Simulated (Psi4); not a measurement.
# GeTe (SMILES [Ge][Te]) at CAM-B3LYP/def2-TZVPD (core potential, sweep point 4)

Wanted: the charge distribution of GeTe. 

Program for the calculation: Psi4 1.11.

### 1 The structure to begin with

GeTe: 2 atoms, total charge 0, spin state singlet. SMILES: `[Ge][Te]`. The bond length is the measured one.

Bond lengths: Ge1–Te2 2.340 Å.

### 2 Energy and one-electron properties at CAM-B3LYP/def2-TZVPD (core potential, sweep point 4)

Contents of input.inp:

```
memory 1.6 GB

molecule system {
  Ge     0.00000000     0.00000000     0.00000000
  Te     0.00000000     0.00000000     4.42227094
  units au
  symmetry c1
}

set globals {
  basis                def2-TZVPD
  puream               true
  scf_type             pk
  dft_radial_points    99
  dft_spherical_points 590
}

result, w = energy('cam-b3lyp', return_wfn=True)
oeprop(w, 'DIPOLE', 'QUADRUPOLE', 'MULLIKEN_CHARGES', 'LOWDIN_CHARGES')
print_variables()
```

Started as:

```bash
psi4 input.inp input.out -n 1
```

input.out:

```text
[...]
  Running in c1 symmetry.
[...]
  Nuclear repulsion =  173.666428497933708
[...]
  Multiplicity = 1
[...]
  Nalpha       = 28
  Nbeta        = 28
[...]
    Number of basis functions: 113
[...]
   @RKS iter   1: -2343.51930775096116   -3.76318e+00   2.63910e-02 ADIIS/DIIS
[...]
   @RKS iter  10: -2345.17486526703669   -4.98958e-08   2.39146e-07 DIIS
[...]
    Orbital Energies [Eh]
    ---------------------
    Doubly Occupied:
       1A   -398.844037     2A    -49.880029     3A    -44.403423
       4A    -44.403422     5A    -44.400698     6A     -6.327462
       7A     -6.321499     8A     -4.496191     9A     -4.496190
      10A     -4.488536    11A     -4.458822    12A     -4.458820
      13A     -4.458599    14A     -1.654585    15A     -1.652614
      16A     -1.652613    17A     -1.652338    18A     -1.652338
      19A     -1.319116    20A     -1.319116    21A     -1.313148
      22A     -1.313147    23A     -1.312560    24A     -0.708125
      25A     -0.516000    26A     -0.310945    27A     -0.299491
      28A     -0.299491
[...]
  @RKS Final Energy: -2345.17486526703669
   => Energetics <=
    Nuclear Repulsion Energy =            173.6664284979337083
    One-Electron Energy =               -3708.1248440048339035
    Two-Electron Energy =                1266.2034377642792151
    DFT Exchange-Correlation Energy =     -76.9198875244156426
    Empirical Dispersion Energy =           0.0000000000000000
    VV10 Nonlocal Energy =                  0.0000000000000000
    Total Energy =                      -2345.1748652670366937
[...]
 Multipole Moments:
 ------------------------------------------------------------------------------------
     Multipole            Electronic (a.u.)      Nuclear  (a.u.)        Total (a.u.)
 ------------------------------------------------------------------------------------
 L = 1.  Multiply by 2.5417464519 to convert [e a0] to [Debye]
 Dipole X            :         -0.0000037            0.0000000           -0.0000037
 Dipole Y            :          0.0000005            0.0000000            0.0000005
 Dipole Z            :         51.1300966          -51.6995702           -0.5694736
 Magnitude           :                                                    0.5694736
 L = 2.  Multiply by 1.3450342976 to convert [e a0^2] to [Debye ang]
 Quadrupole XX       :        -32.7344673            0.0000000          -32.7344673
 Quadrupole XY       :         -0.0000102            0.0000000           -0.0000102
[...]
  Mulliken Charges: (a.u.)
   Center  Symbol    Alpha    Beta     Spin     Total
       1    GE    15.94249 15.94249  0.00000  0.11502
       2    TE    12.05751 12.05751  0.00000 -0.11502
   Total alpha = 28.00000, Total beta = 28.00000, Total charge =  0.00000
  Lowdin Charges: (a.u.)
   Center  Symbol    Alpha    Beta     Spin     Total
       1    GE    15.96536 15.96536  0.00000  0.06928
       2    TE    12.03464 12.03464  0.00000 -0.06928
  Total alpha = 28.00000, Total beta = 28.00000, Total charge = -0.00000
[...]
```

Run time: 8.1 s. Hardware: 1 thread of AMD EPYC 9R45 (Zen 5), shared host; peak memory 0.8 GiB.

Atomic charges (e):

```csv
atom,Löwdin,Mulliken
Ge1,+0.069,+0.115
Te2,-0.069,-0.115
```

### 3 Results

Level: CAM-B3LYP/def2-TZVPD (core potential, sweep point 4).

```
     quantity           value
 total energy  -2345.17487 Eh
dipole moment          1.45 D
  HOMO energy        -8.15 eV
  LUMO energy        -1.68 eV
HOMO–LUMO gap         6.47 eV
```
